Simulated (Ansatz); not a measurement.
# Cl4H2NTa: the cost of one run

Method: RKS PBE/def2-SVP, in Ansatz 0.2.0.

## (1) The starting structure

Bond lengths: Ta1–Cl2 2.470 Å, Ta1–N3 2.160 Å, N3–H4 1.060 Å, N3–H5 1.060 Å, Ta1–Cl6 2.470 Å, Ta1–Cl7 2.470 Å, Ta1–Cl8 2.470 Å. Angles: Cl2–Ta1–N3 90.0°, Cl2–Ta1–Cl6 90.0°, Cl2–Ta1–Cl7 120.0°, Cl2–Ta1–Cl8 120.0°, N3–Ta1–Cl6 180.0°, N3–Ta1–Cl7 90.0°, N3–Ta1–Cl8 90.0°, Cl6–Ta1–Cl7 90.0°, Cl6–Ta1–Cl8 90.0°, Cl7–Ta1–Cl8 120.0°, Ta1–N3–H4 120.0°, Ta1–N3–H5 120.0°, H4–N3–H5 120.0°.

As a file:

```xyz
8

Ta    0.0000    0.0000    0.0000
Cl    2.4700    0.0000    0.0000
N     0.0000    0.0000    2.1600
H    -0.2456   -0.8845    2.6900
H     0.2456    0.8845    2.6900
Cl    0.0000    0.0000   -2.4700
Cl   -1.2350    2.1390    0.0000
Cl   -1.2350   -2.1390    0.0000
```

## (2) Preparing the start

The input, input.yaml:

```yaml
crystal:
  periodic: [false, false, false]
  atoms:
    - { symbol: Ta, position_ang: [0.0, 0.0, 0.0] }
    - { symbol: Cl, position_ang: [2.47, 0.0, 0.0] }
    - { symbol: "N", position_ang: [0.0, 0.0, 2.16] }
    - { symbol: H, position_ang: [-0.2456, -0.8845, 2.69] }
    - { symbol: H, position_ang: [0.2456, 0.8845, 2.69] }
    - { symbol: Cl, position_ang: [0.0, 0.0, -2.47] }
    - { symbol: Cl, position_ang: [-1.235, 2.139, 0.0] }
    - { symbol: Cl, position_ang: [-1.235, -2.139, 0.0] }
basis:
  gaussian: { orbitals: def2-SVP }
hamiltonian:
  xc: pbe
relax:
  f_tol: 0.02
  max_steps: 40
```

Command:

```
$ ansatz run input.yaml --threads 2 --pin off --max-ram 3072MiB --backend cpu --events-out ev --progress --plain --runs-dir out
```

**Question.** How long does this run take on 2 threads of Intel Xeon Platinum 8259CL at 2.50GHz (Skylake/Cascade Lake), shared host, and how much memory does it need?

About 52 s, with a peak of 0.21 GiB.
